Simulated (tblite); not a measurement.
# H20P34: the cost of one run

Computed with tblite 0.8.0 and PySCF 2.14.0 and routines of our own; the level stands in each step. Atoms count from 0.

## 1. The system as given

54 atoms, charge 0, multiplicity 1; geometry from: force field, distance geometry or constructed start.

## 2. Relaxing the molecule with GFN2-xTB

The job: settings as JSON, then the geometry in Å.

```
{"job": {"kind": "relax", "xc": "GFN2-xTB", "basis": "xTB"}, "charge": 0, "multiplicity": 1}
P      3.277500     0.942900    -0.621600
P      1.633100     1.892000     0.613100
P      0.005200     0.942400    -0.619000
P     -0.000700    -0.940300     0.613800
P      1.635300    -1.890600    -0.616600
P      3.269300    -0.945200     0.617400
P     -9.817700     0.946400    -0.623300
P    -11.450700     1.892100     0.621500
P    -13.087800     0.942600    -0.620400
P    -13.093300    -0.945500     0.621600
P    -11.456200    -1.890600    -0.622100
P     -9.820300    -0.946700     0.620000
P     13.087100     0.945400    -0.615000
P     11.456300     1.888800     0.617300
P      9.815600     0.949800    -0.619800
P      9.815900    -0.944100     0.626300
P     11.454500    -1.887500    -0.619100
P     13.089400    -0.948100     0.619000
P     -3.273200     0.946500    -0.617500
P     -4.906100     1.890300     0.622700
P     -6.547500     0.948500    -0.618500
P     -6.546100    -0.943200     0.619800
P     -4.905500    -1.884800    -0.613400
P     -3.276800    -0.949000     0.618500
P     -1.635800     1.892000     0.620900
P     -1.642400    -1.890300    -0.617500
P      6.545900     0.947000    -0.620700
P      4.908300     1.890000     0.621200
P      4.909500    -1.889000    -0.622000
P      6.546300    -0.944300     0.623400
P      8.185100     1.890000     0.618900
P      8.179600    -1.888100    -0.619800
P     -8.182500     1.889500     0.618100
P     -8.179400    -1.890700    -0.616300
H      1.637500     3.061700    -0.151400
H      1.636800    -3.057700     0.145200
H    -11.454900     3.060000    -0.152200
H    -14.103200     1.532400     0.145500
H    -14.103000    -1.533800    -0.148200
H    -11.458900    -3.056500     0.149300
H     14.104000     1.527600     0.151900
H     11.460000     3.054300    -0.144400
H     11.459000    -3.058900     0.144500
H     14.106700    -1.530400    -0.149900
H     -4.912600     3.061600    -0.145700
H     -4.910800    -3.058300     0.144700
H     -1.633900     3.060000    -0.148700
H     -1.636600    -3.057300     0.150400
H      4.910500     3.060300    -0.147900
H      4.910800    -3.059200     0.150100
H      8.180600     3.052600    -0.145000
H      8.188100    -3.058600     0.147800
H     -8.181900     3.059500    -0.148000
H     -8.184900    -3.061500     0.145100
```

Command:

```bash
> OMP_NUM_THREADS=8 python large_run.py task.json out
```

The driver reads the jobs from task.json and runs them one after another.

Q: Estimate the wall time and peak memory of this first job on 8 threads of Intel Xeon Platinum 8488C, shared host.

About 21 s, with a peak of 0.17 GiB.
